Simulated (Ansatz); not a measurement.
**C₂H₆BFSi: a ladder of functionals and wavefunction methods**

An exercise on one series of results from a longer session: the logs are not shown, and one member is left open.

The runs use Ansatz 0.2.0, Gaussian basis; functionals in def2-TZVPP, the program's frozen cores in correlated methods.

The runs, in order: PBE-D4, r2SCAN-D4, PBE0-D4, B3LYP-D4, ωB97X-V, ωB97M-V, B2PLYP; CCSD(T)/def2-TZVPP; MP2/def2-QZVPP; extrapolation to the limit.

## The relaxed structure

The geometry comes from an earlier relaxation with PBE0-D4 in a triple-zeta def2 set; it is a stationary point, not always the lowest conformer.

SMILES `B/C=C(\F)[SiH3]`, 11 atoms, charge 0, spin multiplicity 1.

Atoms are counted from 1 here; the program's logs count them from 0.

Bond lengths: B1–C2 1.534 Å, B1–H6 1.196 Å, B1–H7 1.193 Å, C2–C3 1.341 Å, C2–H8 1.087 Å, C3–F4 1.342 Å, C3–Si5 1.889 Å, Si5–H9 1.484 Å, Si5–H10 1.482 Å, Si5–H11 1.484 Å. Angles: C2–B1–H6 119.7°, C2–B1–H7 120.7°, H6–B1–H7 119.6°, B1–C2–C3 124.8°, B1–C2–H8 121.2°, C3–C2–H8 114.0°, C2–C3–F4 120.3°, C2–C3–Si5 127.1°, F4–C3–Si5 112.6°, C3–Si5–H9 108.9°, C3–Si5–H10 107.8°, C3–Si5–H11 108.9°, H9–Si5–H10 110.9°, H9–Si5–H11 109.4°, H10–Si5–H11 110.9°.

Set-up of the first run:

The input, in.yaml:

```yaml
crystal:
  periodic: [false, false, false]
  atoms:
    - {symbol: B, position_ang: [-2.207688, 0.731722, -0.039045]}
    - {symbol: C, position_ang: [-0.853549, 0.165495, 0.405607]}
    - {symbol: C, position_ang: [0.218841, 0.033166, -0.388714]}
    - {symbol: F, position_ang: [0.158526, 0.407951, -1.675394]}
    - {symbol: Si, position_ang: [1.912560, -0.654337, 0.089142]}
    - {symbol: H, position_ang: [-3.104871, 0.808547, 0.747766]}
    - {symbol: H, position_ang: [-2.376625, 1.096801, -1.162417]}
    - {symbol: H, position_ang: [-0.691729, -0.169339, 1.427130]}
    - {symbol: H, position_ang: [2.939435, 0.390986, -0.144592]}
    - {symbol: H, position_ang: [1.861253, -1.033112, 1.520813]}
    - {symbol: H, position_ang: [2.209249, -1.834780, -0.759594]}
basis:
  gaussian: {orbitals: def2-TZVPP}
hamiltonian: {xc: pbe, dispersion: d4}
output: {forces: true, orbitals: {seedname: orbitals}}
```

The run is started by

```bash
$ ansatz run in.yaml --threads 4 --pin off --events-out ev --progress --plain --max-ram 10444MiB
```

Steps of the session up to this table: PBE-D4 (GGA); r2SCAN-D4 (meta-GGA); PBE0-D4 (hybrid); B3LYP-D4 (hybrid); ωB97X-V (range-separated); ωB97M-V (range-separated); B2PLYP (double hybrid); CCSD(T) in def2-TZVPP; MP2 in def2-QZVPP.

One of the session's tables, all rows but one given; the rest of the session is left out.

It belongs to the step «Atomisation energies». 

```
            method  atomisation energy (eV)
            PBE-D4                   42.365
         r2SCAN-D4                   41.833
           PBE0-D4                   41.692
          B3LYP-D4                   41.729
           ωB97X-V                   41.738
           ωB97M-V                   41.741
            B2PLYP                   41.249
     HF/def2-TZVPP                   31.373
    MP2/def2-TZVPP                        ?
   CCSD/def2-TZVPP                   39.900
CCSD(T)/def2-TZVPP                   40.481
           MP2/CBS                   42.069
       CCSD(T)/CBS                   41.447
```

**Question.** Estimate the row for MP2/def2-TZVPP.

As computed: atomisation energy (eV): 41.104. In the column «atomisation energy (eV)» it lies between CCSD(T)/def2-TZVPP (40.481) and B2PLYP (41.249).

Caveats from the session: Free atoms (1 B, 2 C, 1 F, 1 Si, 6 H) were run apart at each level; the atomisation energy is their sum less the molecule, without zero-point or spin-orbit terms.
